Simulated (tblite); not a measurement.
# H40Si26: the cost of one run

Computed with tblite 0.8.0 and PySCF 2.14.0 and routines of our own; the level stands in each step. Atoms count from 0.

## (1) The system as given

66 atoms, charge 0, multiplicity 1; geometry from: force field, distance geometry or constructed start.

## (2) Relaxing the molecule with GFN2-xTB

The job: settings as JSON, then the geometry in Å.

```
{"job": {"kind": "relax", "xc": "GFN2-xTB", "basis": "xTB"}, "charge": 0, "multiplicity": 1}
Si     5.674200     4.452400    -0.376600
Si     3.737400     5.570400     0.368100
Si     1.817000     4.451900    -0.374000
Si     1.811100     2.231500     0.368800
Si     3.739600     1.112400    -0.371600
Si     5.666000     2.226600     0.372400
Si    -0.116800     1.115300    -0.378300
Si    -0.113500    -1.110900     0.376500
Si     1.814500    -2.229200    -0.375400
Si     3.737800    -1.114400     0.376600
Si    -0.119000     5.566600     0.372900
Si    -2.048100     4.452200    -0.375000
Si    -2.049000     2.227800     0.380000
Si     5.671500    -2.227700    -0.377700
Si     1.809600    -4.449100     0.375200
Si     3.738700    -5.567200    -0.368700
Si     5.669700    -4.452300     0.375900
Si    -3.975500     1.110200    -0.376000
Si    -3.975000    -1.111800     0.377500
Si    -2.042800    -2.226200    -0.372300
Si    -5.905400     2.230900     0.376500
Si    -7.832700     1.115100    -0.375200
Si    -7.828400    -1.109000     0.381600
Si    -5.907300    -2.231400    -0.376500
Si    -2.045100    -4.451600     0.375900
Si    -0.123000    -5.568700    -0.372500
H      5.670000     4.456500    -1.815700
H      6.845400     5.134200     0.103200
H      3.741200     5.568200     1.813000
H      3.741700     6.926900    -0.098600
H      1.815400     4.454800    -1.816100
H      1.809900     2.228400     1.815200
H      3.739600     1.113700    -1.816900
H      5.671400     2.225800     1.818700
H      6.847200     1.549600    -0.105300
H     -0.116400     1.115800    -1.817900
H     -0.117700    -1.113500     1.810900
H      1.812700    -2.224600    -1.817600
H      3.741700    -1.117500     1.814900
H     -0.121700     5.571200     1.816200
H     -0.117000     6.924200    -0.098200
H     -2.039700     4.448600    -1.811300
H     -3.217400     5.134600     0.098400
H     -2.043000     2.226600     1.813200
H      5.665600    -2.225400    -1.812600
H      6.844100    -1.546200     0.098600
H      1.814200    -4.454100     1.814400
H      3.740300    -5.565200    -1.812700
H      3.742200    -6.926100     0.102200
H      5.671200    -4.453500     1.817000
H      6.845100    -5.140900    -0.098900
H     -3.967800     1.114900    -1.815300
H     -3.974800    -1.114000     1.815100
H     -2.049000    -2.228700    -1.818000
H     -5.902400     2.226200     1.816500
H     -5.903600     3.588800    -0.101400
H     -7.825200     1.107900    -1.816900
H     -9.005800     1.800500     0.101300
H     -7.831700    -1.114300     1.819000
H     -9.009400    -1.790900    -0.103000
H     -5.906900    -2.226200    -1.813500
H     -5.899200    -3.586100     0.100100
H     -2.043900    -4.453500     1.815800
H     -3.222500    -5.130100    -0.100900
H     -0.111200    -5.564500    -1.813000
H     -0.121800    -6.924700     0.103300
```

On the command line:

```sh
$ OMP_NUM_THREADS=4 python large_run.py task.json out
```

One launch serves the whole session: the jobs run in the order shown.

Q: Estimate the wall time and peak memory of this first job on 4 threads of Intel Xeon Platinum 8259CL at 2.50GHz, shared host.

About 42 s, with a peak of 0.14 GiB.
